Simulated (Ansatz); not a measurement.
**Na3Cl2 under changes of volume**

One of the cells (25.257 Å³/atom); the others are scaled copies at fixed shape and fractional positions:

```xyz
5
Lattice="1.7600 -10.1703 0.0000 1.7600 10.1703 0.0000 0.0000 0.0000 3.5276" Properties=species:S:1:pos:R:3 pbc="T T T"
Cl    1.7600    8.4088    1.7638
Cl    1.7600   -8.4088    1.7638
Na    1.7600   -3.4373    0.0000
Na    1.7600    3.4373    0.0000
Na    1.7600    0.0000    0.0000
```

The cell comes from a database or a generator and needn't be the stable form of this composition.

| Quantity | Value |
| --- | --- |
| Program | Ansatz 0.2.0 |
| Functional | PBE |
| Potentials or basis | Ansatz PAW |
| Cutoff | 420 eV (not typed: the program's choice for these potentials) |
| k mesh | 8 × 8 × 8 |
| Occupations | fermi-dirac, width 0.05 eV |
| Spin | no spin polarisation |

| volume (Å³/atom) | energy over the lowest point (meV/atom) | pressure (GPa) | largest force (eV/Å) |
| --- | --- | --- | --- |
| 23.741 | ? | ? | ? |
| 24.246 | 2.96 | 0.9 | 0.040 |
| 24.752 | 0.80 | 0.5 | 0.015 |
| 25.257 | 0.00 | 0.1 | 0.009 |
| 25.762 | 0.41 | -0.3 | 0.028 |
| 26.267 | 1.91 | -0.6 | 0.047 |
| 26.772 | 4.38 | -0.9 | 0.065 |

Problem. What does the run at 23.741 Å³/atom give?

Solution. Energy over the lowest point 6.62 meV/atom; pressure 1.4 GPa; largest force 0.067 eV/Å.

Worked out: A Birch-Murnaghan fit of order 3 (a polynomial in V^(-2/3)) to the other rows has its minimum at 25.33 Å³/atom with B0 = V·E''(V) = 19.0 GPa and B' = 4.5 at fixed shape and positions, which overstates the stiffness. It gives 6.63 meV/atom at 23.741 Å³/atom, against the run's 6.62, and -dE/dV = 1.4 GPa, against 1.4.

Energies are extrapolated to zero smearing.

Caveats: an odd number of electrons without spin polarisation forces a metal; a magnetic or distorted state may lie lower.
